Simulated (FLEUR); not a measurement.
# Bi2Te3 (Tellurobismuthite) (R-3m) in FLEUR: further runs, part 2 of 2

FLEUR MaX-R8.1 (patched build s14). The steps go on from the part before.

## 4. Equation of state, Wu-Cohen GGA, 32.52 Å³/atom (volume scaled by 0.96)

Changes to inp.xml since step 3:

```diff
@@ -24,3 +24,3 @@
       <xi:include xmlns:xi="http://www.w3.org/2001/XInclude" href="sym.xml"> </xi:include>
-      <bulkLattice scale="0.9795861087">
+      <bulkLattice scale="0.9864848297">
          <bravaisMatrix>
```

On the command line:

```
$ inpgen -f crystal.txt -profile fastHighL
$ # inp.xml edited to the form shown
$ fleur
```

Run time: 11 min. Hardware: 1 thread of AMD EPYC 7R43 (Zen 3), shared host; peak memory 0.24 GiB.

Results (log left out):

- Free energy: -1729224.3193 eV
- Band gap on the k mesh: 0.20 eV, direct
- Valence electrons inside the program's atomic spheres: Bi 18.77; Te 19.54, 19.59 (radii Bi 2.66, Te 2.47 bohr)

Caveat: spin-orbit coupling is left out, which as a rule narrows the gap of such compounds by several tenths of an eV; an odd mesh through Γ misses points on the zone boundary, where band edges often lie.

## 5. Equation of state, Wu-Cohen GGA, 33.87 Å³/atom

Changes to inp.xml since step 4:

```diff
@@ -24,3 +24,3 @@
       <xi:include xmlns:xi="http://www.w3.org/2001/XInclude" href="sym.xml"> </xi:include>
-      <bulkLattice scale="0.9864848297">
+      <bulkLattice scale="1.0000000000">
          <bravaisMatrix>
```

On the command line:

```
$ inpgen -f crystal.txt -profile fastHighL
$ # inp.xml edited to the form shown
$ fleur
```

Wall time 14 min (1 thread of AMD EPYC 7R43 (Zen 3), shared host); peak memory 0.24 GiB.

Results (log left out):

```
Free energy                                           : -1729224.3466 eV
Band gap on the k mesh                                : 0.23 eV, direct
Valence electrons inside the program's atomic spheres : Bi 18.74; Te 19.52, 19.57 (radii Bi 2.66, Te 2.47 bohr)
```

Caveat: spin-orbit coupling is left out, which as a rule narrows the gap of such compounds by several tenths of an eV; an odd mesh through Γ misses points on the zone boundary, where band edges often lie.

## 6. Equation of state, Wu-Cohen GGA, 35.23 Å³/atom (volume scaled by 1.04)

Changes to inp.xml since step 5:

```diff
@@ -24,3 +24,3 @@
       <xi:include xmlns:xi="http://www.w3.org/2001/XInclude" href="sym.xml"> </xi:include>
-      <bulkLattice scale="1.0000000000">
+      <bulkLattice scale="1.0131594038">
          <bravaisMatrix>
```

Potentials or basis: all-electron, FLAPW.

On the command line:

```
$ inpgen -f crystal.txt -profile fastHighL
$ # inp.xml edited to the form shown
$ fleur
```

Run time: 12 min. Hardware: 1 thread of AMD EPYC 7R43 (Zen 3), shared host; peak memory 0.24 GiB.

Results (log left out):

```yaml
Free_energy: -1729224.2858 eV
Band_gap_on_the_k_mesh: 0.25 eV, direct
Valence_electrons_inside_the_program's_atomic_spheres: Bi 18.70; Te 19.50, 19.55 (radii Bi 2.66, Te 2.47 bohr)
```

Caveat: spin-orbit coupling is left out, which as a rule narrows the gap of such compounds by several tenths of an eV; an odd mesh through Γ misses points on the zone boundary, where band edges often lie.

## 7. Equation of state, Wu-Cohen GGA, 35.90 Å³/atom (volume scaled by 1.06)

Changes to inp.xml since step 6:

```diff
@@ -24,3 +24,3 @@
       <xi:include xmlns:xi="http://www.w3.org/2001/XInclude" href="sym.xml"> </xi:include>
-      <bulkLattice scale="1.0131594038">
+      <bulkLattice scale="1.0196128224">
          <bravaisMatrix>
```

On the command line:

```
$ inpgen -f crystal.txt -profile fastHighL
$ # inp.xml edited to the form shown
$ fleur
```

Wall time 13 min (1 thread of AMD EPYC 7R43 (Zen 3), shared host); peak memory 0.25 GiB.

Results (log left out):

```yaml
Free_energy: -1729224.2282 eV
Band_gap_on_the_k_mesh: 0.26 eV, direct
Valence_electrons_inside_the_program's_atomic_spheres: Bi 18.69; Te 19.49, 19.54 (radii Bi 2.66, Te 2.47 bohr)
```

Caveat: spin-orbit coupling is left out, which as a rule narrows the gap of such compounds by several tenths of an eV; an odd mesh through Γ misses points on the zone boundary, where band edges often lie.

## 8. Equation of state, Wu-Cohen GGA

This step only gathers the single runs of the series.

Results:

- Equilibrium volume: 33.57 Å³/atom
- Bulk modulus at fixed shape and positions: 54 GPa
- Pressure derivative of the bulk modulus: 4.4 (rough: it moves with the points fitted)

Energy against volume, from the lowest point:
```
volume (Å³/atom)  energy (meV/atom)
          31.839              16.04
          32.517               5.44
          33.871               0.00
          35.226              12.15
          35.904              23.68
```

Caveat: the cell was scaled at fixed shape and fractional positions, which overstates the stiffness of a crystal with free parameters, most of all of layers and chains; spin-orbit coupling is left out, which moves the levels of the heavy elements.

## 9. Comparison with measurements

Step 2. A measured gap of Bi2Te3 is 0.17 eV (quoted in “Vacancy and Antisite-Induced Ferromagnetism in Liquid-Phase Exfoliated Bi2Te3”, 2024, arxiv:2412.10539); the calculated 0.23 eV misses it by +0.06 eV. Spin-orbit coupling on Bi, Te is left out. The value is that of Wu-Cohen GGA, without temperature or zero-point motion.
